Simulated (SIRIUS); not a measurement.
# Si2TeS3 (P6/mmm) in SIRIUS: reference runs

Aim: a first look at Si2TeS3 with PBE, on the cell as given.

Program: SIRIUS 7.10.0. These are calculated values, not measurements. Logs are shortened: lines on timing, memory, paths and dates and some standing lists are left out, and cuts for length are marked. The log counts tension as positive stress, the text compression.

### Step 1. The crystal as given

Symmetry: P6/mmm, No. 191, hexagonal system. Conventional cell: a = 6.404 Å, b = 6.404 Å, c = 3.164 Å, α = 90.00°, β = 90.00°, γ = 120.00°. Si (site symmetry -6m2) is surrounded by 6 S at 2.43 Å. Te (site symmetry 6/mmm) has 2 Te at 3.16 Å and 12 S at 3.57 Å as nearest neighbours. S (site symmetry mmm) is surrounded by 4 Si at 2.43 Å.

The cell was built by a generator and needn't be a form met in nature.

### Step 2. Single point, PBE

File sirius.json:

```json
{
  "control": {
    "processing_unit": "cpu",
    "verbosity": 2,
    "num_bands_to_print": 31,
    "print_forces": true,
    "print_stress": true
  },
  "parameters": {
    "electronic_structure_method": "pseudopotential",
    "xc_functionals": ["XC_GGA_X_PBE", "XC_GGA_C_PBE"],
    "gk_cutoff": 9.0,
    "pw_cutoff": 18.0,
    "ngridk": [5, 5, 8],
    "shiftk": [0, 0, 0],
    "smearing": "fermi_dirac",
    "smearing_width": 0.0018374661,
    "num_bands": 31,
    "num_mag_dims": 0,
    "num_dft_iter": 100,
    "energy_tol": 1e-08,
    "density_tol": 1e-06
  },
  "iterative_solver": {
    "type": "davidson",
    "min_tolerance": 1e-09,
    "tolerance_scale": [0.1, 0.25]
  },
  "mixer": {
    "type": "anderson",
    "beta": 0.7,
    "max_history": 8
  },
  "settings": {
    "tol_ne": 1e-10,
    "pseudo_grid_cutoff": 6.5
  },
  "unit_cell": {
    "lattice_vectors": [
      [12.101995074716, 0.0, 0.0],
      [-6.050997537358, 10.480628957048, 0.0],
      [0.0, 0.0, 5.979490300802]
    ],
    "atom_coordinate_units": "lattice",
    "atom_types": ["Si", "Te", "S"],
    "atom_files": {
      "Te": "Te.json",
      "Si": "Si.json",
      "S": "S.json"
    },
    "atoms": {
      "Si": [
        [0.33333, 0.66667, 0.0],
        [0.66667, 0.33333, 0.0]
      ],
      "Te": [
        [0.0, 0.0, 0.0]
      ],
      "S": [
        [0.5, 0.0, 0.5],
        [0.0, 0.5, 0.5],
        [0.5, 0.5, 0.5]
      ]
    }
  }
}
```

Potentials or basis: PseudoDojo 0.4.1 PBE standard (scalar relativistic).

On the command line:

```console
$ upf_to_json Te.upf
$ upf_to_json Si.upf
$ upf_to_json S.upf
$ OMP_NUM_THREADS=1 sirius.scf --input=sirius.json --output=out.json --task=0
```

The program printed:

```text
[info] SIRIUS version : 7.10.0
[info] number of MPI ranks           : 1
[info] MPI grid                      : 1 1
[info] maximum number of OMP threads : 1
[fft] FFT context for density and potential
[fft] =====================================
[fft]   comm size                             : 1
[fft]   plane wave cutoff                     : 18
[fft]   grid size                             : 72 72 40   total : 207360
[fft]   grid limits                           : -35 36   -35 36   -19 20
[fft]   number of G-vectors within the cutoff : 37365
[fft]   local number of G-vectors             : 37365
[fft]   number of G-shells                    : 10085
[fft] FFT context for coarse grid
[fft] =====================================
[fft]   comm size                             : 1
[fft]   plane wave cutoff                     : 18
[fft]   grid size                             : 72 72 40   total : 207360
[fft]   grid limits                           : -35 36   -35 36   -19 20
[fft]   number of G-vectors within the cutoff : 37365
[fft]   local number of G-vectors             : 37365
[fft]   number of G-shells                    : 10085
[unit cell] lattice vectors
[unit cell]   a1 :      12.1019950747      0.0000000000      0.0000000000
[unit cell]   a2 :      -6.0509975374     10.4806289570      0.0000000000
[unit cell]   a3 :       0.0000000000      0.0000000000      5.9794903008
[unit cell] reciprocal lattice vectors
[unit cell]   b1 :       0.5191859085      0.2997523017     -0.0000000000
[unit cell]   b2 :       0.0000000000      0.5995046035      0.0000000000
[unit cell]   b3 :       0.0000000000     -0.0000000000      1.0507894471
[unit cell] unit cell volume :       758.41774124 [a.u.^3]
[unit cell] 1/sqrt(omega)    :         0.03631163
[unit cell] MT volume        :         0.00000000 ( 0.00%)
[unit cell] IT volume        :       758.41774124 (100.00%)
[unit cell] number of atom types : 3
[unit cell] type id : 0 symbol : Si mt_radius :  15.090000 num_atoms : 2
[unit cell] type id : 1 symbol : Te mt_radius :  12.930000 num_atoms : 1
[unit cell] type id : 2 symbol :  S mt_radius :  11.450000 num_atoms : 3
[unit cell] total number of atoms : 6
[unit cell] number of symmetry classes : 5
[unit cell] number of PAW atoms : 0
[unit cell] atom id  type id  class id             position                      vector_field
[unit cell] ------------------------------------------------------------------------------------------
[unit cell]      0        0        0      0.33333   0.66667   0.00000      0.00000   0.00000   0.00000
[unit cell]      1        0        0      0.66667   0.33333   0.00000      0.00000   0.00000   0.00000
[unit cell]      2        1        1      0.00000   0.00000   0.00000      0.00000   0.00000   0.00000
[unit cell]      3        2        2      0.50000   0.00000   0.50000      0.00000   0.00000   0.00000
[unit cell]      4        2        3      0.00000   0.50000   0.50000      0.00000   0.00000   0.00000
[unit cell]      5        2        4      0.50000   0.50000   0.50000      0.00000   0.00000   0.00000
[unit cell] atom id         position (Cartesian, a.u.)
[unit cell] ---------------------------------------------
[unit cell]      0      -0.000061    6.987121    0.000000
[unit cell]      1       6.051058    3.493508    0.000000
[unit cell]      2       0.000000    0.000000    0.000000
[unit cell]      3       6.050998    0.000000    2.989745
[unit cell]      4      -3.025499    5.240314    2.989745
[unit cell]      5       3.025499    5.240314    2.989745
[unit cell] class id : 0 atom id : 0 1
[unit cell] class id : 1 atom id : 2
[unit cell] class id : 2 atom id : 3
[unit cell] class id : 3 atom id : 4
[unit cell] class id : 4 atom id : 5
[unit cell] minimum bond length:     4.598171
[... 333 lines left out ...]
[diagonalize] ik:    4   -1.016039   -1.014130   -1.014130   -1.013142   -1.013141   -0.240380   -0.198868   -0.168577   -0.079108   -0.017477    0.085274    0.131126    0.179938    0.205036    0.229833    0.242853    0.264545    0.288909    0.299201    0.320022    0.335368    0.385956    0.446383    0.448658    0.458843    0.478133    0.481860    0.542032    0.544273    0.551866    0.569905
[diagonalize] ...
[diagonalize] ik:   60   -1.014785   -1.014785   -1.013570   -1.013086   -1.013086   -0.171653   -0.144278   -0.118384   -0.028238   -0.004479    0.028493    0.079670    0.089435    0.151301    0.177959    0.187614    0.213836    0.257712    0.272705    0.275836    0.299445    0.306553    0.328963    0.352719    0.453008    0.456760    0.516638    0.525151    0.546682    0.574215    0.576638
[diagonalize] ik:   61   -1.014785   -1.014785   -1.013570   -1.013086   -1.013086   -0.165091   -0.152584   -0.118864   -0.017437   -0.008645    0.012699    0.095714    0.099139    0.136877    0.164194    0.207273    0.229874    0.246863    0.257783    0.278096    0.287336    0.319024    0.333813    0.355584    0.445007    0.481485    0.484215    0.499152    0.536013    0.560499    0.602504
[diagonalize] ik:   62   -1.014785   -1.014785   -1.013570   -1.013086   -1.013086   -0.165096   -0.152578   -0.118866   -0.017435   -0.008651    0.012705    0.095711    0.099133    0.136885    0.164194    0.207272    0.229874    0.246867    0.257787    0.278095    0.287332    0.319026    0.333814    0.355584    0.445000    0.481482    0.484213    0.499159    0.536016    0.560495    0.602506
[diagonalize] ik:   63   -1.014785   -1.014785   -1.013570   -1.013086   -1.013086   -0.171656   -0.144271   -0.118388   -0.028238   -0.004483    0.028500    0.079665    0.089428    0.151306    0.177962    0.187614    0.213836    0.257715    0.272703    0.275840    0.299448    0.306549    0.328963    0.352719    0.453001    0.456756    0.516637    0.525161    0.546679    0.574207    0.576641
[diagonalize] ik:   64   -1.014785   -1.014785   -1.013570   -1.013086   -1.013086   -0.174270   -0.140209   -0.118513   -0.033397    0.003562    0.027046    0.073054    0.093725    0.150472    0.174587    0.186630    0.209622    0.268408    0.276080    0.283254    0.294912    0.295044    0.319162    0.369968    0.454216    0.463377    0.498264    0.523914    0.566625    0.569633    0.593667
[find] Charges and magnetic moments
[find] --------------------------------------------------------------------------------
[find] total charge          : 42.000000
[find] Energy
[find] --------------------------------------------------------------------------------
[find] valence_eval_sum               :      -6.75466714
[find] <rho|V^{XC}>                   :     -27.42365640
[find] <rho|E^{XC}>                   :     -37.24660525
[find] <mag|B^{XC}>                   :       0.00000000
[find] <rho|V^{H}>                    :      62.17643727
[find] one-electron contribution      :     -41.50744800 (Ha),     -83.01489601 (Ry)
[find] hartree contribution           :      31.08821864
[find] xc contribution                :     -37.24660525
[find] ewald contribution             :     -98.72448117
[find] PAW contribution               :       0.00000000
[find] smearing (-TS)                 :      -0.00092332
[find] SCF correction                 :       0.00000713
[find] Total energy                   :    -146.39030866 (Ha),    -292.78061732 (Ry)
[find] Free energy (E-TS)             :    -146.39123198 (Ha),    -292.78246395 (Ry)
[find] band gap (eV)                  :       0.00000000
[find] Efermi                         :       0.33206450
[find] iteration : 11, RMS : 2.830227325614e-07, energy difference : -5.194351615501e-09
[find] Hartree energy of density residual : 2.907285677988e-10
[find] bands are converged : false
[find] iterative solver converged : true
[find] converged after 12 SCF iterations!
[find] Charges and magnetic moments
[find] --------------------------------------------------------------------------------
[find] total charge          : 42.000000
[find] Energy
[find] --------------------------------------------------------------------------------
[find] valence_eval_sum               :      -6.75466714
[find] <rho|V^{XC}>                   :     -27.42365640
[find] <rho|E^{XC}>                   :     -37.24660525
[find] <mag|B^{XC}>                   :       0.00000000
[find] <rho|V^{H}>                    :      62.17643727
[find] one-electron contribution      :     -41.50744800 (Ha),     -83.01489601 (Ry)
[find] hartree contribution           :      31.08821864
[find] xc contribution                :     -37.24660525
[find] ewald contribution             :     -98.72448117
[find] PAW contribution               :       0.00000000
[find] smearing (-TS)                 :      -0.00092332
[find] SCF correction                 :       0.00000713
[find] Total energy                   :    -146.39030866 (Ha),    -292.78061732 (Ry)
[find] Free energy (E-TS)             :    -146.39123198 (Ha),    -292.78246395 (Ry)
[find] band gap (eV)                  :       0.00000000
[find] Efermi                         :       0.33206450
[ground_state] === stress tensor components [kbar] ===
[ground_state] === stress_kin ===
[ground_state] -18606.857007    0.014495    0.000000
[ground_state]     0.014495-18606.850599    0.000000
[ground_state]     0.000000    0.000000-18412.035388
[ground_state] === stress_har ===
[ground_state] -3160.878024    0.039116    0.000000
[ground_state]     0.039116-3160.838540    0.000000
[ground_state]     0.000000    0.000000-5738.218228
[ground_state] === stress_ewald ===
[ground_state] 14203.894740   -0.004295    0.000000
[ground_state]    -0.00429514203.882713    0.000000
[ground_state]     0.000000    0.000000 9890.036238
[ground_state] === stress_vloc ===
[ground_state] -1020.402750   -0.049221    0.000000
[ground_state]    -0.049221-1020.446619    0.000000
[ground_state]     0.000000    0.000000 5654.107842
[ground_state] === stress_xc ===
[ground_state] -3674.082583   -0.000152    0.000000
[ground_state]    -0.000152-3674.082776    0.000000
[ground_state]     0.000000    0.000000-3681.238641
[ground_state] === stress_core ===
[ground_state]  7008.619309    0.000172    0.000000
[ground_state]     0.000172 7008.619539    0.000000
[ground_state]     0.000000    0.000000 7008.202494
[ground_state] === stress_nonloc ===
[ground_state]  5251.361437    0.004063    0.000000
[ground_state]     0.004063 5251.356642    0.000000
[ground_state]     0.000000    0.000000 5278.484720
[ground_state] === stress_us_nl ===
[ground_state]  5251.361437    0.004063    0.000000
[ground_state]     0.004063 5251.356642    0.000000
[ground_state]     0.000000    0.000000 5278.484720
[ground_state] === stress_total ===
[ground_state]     1.655122    0.004179    0.000000
[ground_state]     0.004179    1.640361    0.000000
[ground_state]     0.000000    0.000000   -0.660962
[ground_state] ==== total Forces in Ha/bohr =====
[ground_state] atom:    0, force:       0.0000086      0.0000002      0.0000000
[ground_state] atom:    1, force:      -0.0000086     -0.0000002     -0.0000000
[ground_state] atom:    2, force:       0.0000000      0.0000000      0.0000000
[ground_state] atom:    3, force:       0.0000000      0.0000000      0.0000000
[ground_state] atom:    4, force:       0.0000000      0.0000000      0.0000000
[ground_state] atom:    5, force:       0.0000000      0.0000000      0.0000000
[ground_state] ==== ultrasoft contribution from Qij =====
[ground_state] atom:    0, force:       0.0000000      0.0000000      0.0000000
[ground_state] atom:    1, force:       0.0000000      0.0000000      0.0000000
[ground_state] atom:    2, force:       0.0000000      0.0000000      0.0000000
[ground_state] atom:    3, force:       0.0000000      0.0000000      0.0000000
[ground_state] atom:    4, force:       0.0000000      0.0000000      0.0000000
[ground_state] atom:    5, force:       0.0000000      0.0000000      0.0000000
[ground_state] ==== non-local contribution from Beta-projector =====
[ground_state] atom:    0, force:       0.0000028      0.0000002      0.0000000
[ground_state] atom:    1, force:      -0.0000028     -0.0000002      0.0000000
[ground_state] atom:    2, force:       0.0000000      0.0000000      0.0000000
[ground_state] atom:    3, force:       0.0000000      0.0000000      0.0000000
[ground_state] atom:    4, force:       0.0000000      0.0000000      0.0000000
[ground_state] atom:    5, force:       0.0000000      0.0000000      0.0000000
[ground_state] ==== contribution from local potential =====
[ground_state] atom:    0, force:      -0.0000582      0.0000331      0.0000000
[ground_state] atom:    1, force:       0.0000582     -0.0000331      0.0000000
[ground_state] atom:    2, force:       0.0000000      0.0000000      0.0000000
[ground_state] atom:    3, force:       0.0000000      0.0000000      0.0000000
[ground_state] atom:    4, force:       0.0000000      0.0000000      0.0000000
[ground_state] atom:    5, force:       0.0000000      0.0000000      0.0000000
[ground_state] ==== contribution from core density =====
[ground_state] atom:    0, force:      -0.0000002      0.0000001      0.0000000
[ground_state] atom:    1, force:       0.0000002     -0.0000001     -0.0000000
[ground_state] atom:    2, force:       0.0000000      0.0000000      0.0000000
[ground_state] atom:    3, force:       0.0000000      0.0000000      0.0000000
[ground_state] atom:    4, force:       0.0000000      0.0000000      0.0000000
[ground_state] atom:    5, force:       0.0000000      0.0000000      0.0000000
[ground_state] ==== Ewald forces from ions =====
[ground_state] atom:    0, force:       0.0000619     -0.0000358      0.0000000
[ground_state] atom:    1, force:      -0.0000619      0.0000358      0.0000000
[ground_state] atom:    2, force:       0.0000000      0.0000000      0.0000000
[ground_state] atom:    3, force:       0.0000000      0.0000000      0.0000000
[ground_state] atom:    4, force:       0.0000000      0.0000000      0.0000000
[ground_state] atom:    5, force:       0.0000000      0.0000000      0.0000000
[~DFT_ground_state] local op. applied: 64126
[~DFT_ground_state] evp. work count: 8334.48
[~DFT_ground_state] number of iterative solver steps: 4480
```

Wall time 9.8 min (1 thread of Arm Neoverse V2, shared host); peak memory 2.2 GiB.

Results:

- Free energy: -3983.5084 eV
- Pressure: -0.1 GPa
- Band gap on the k mesh: none (metal or under the smearing width)
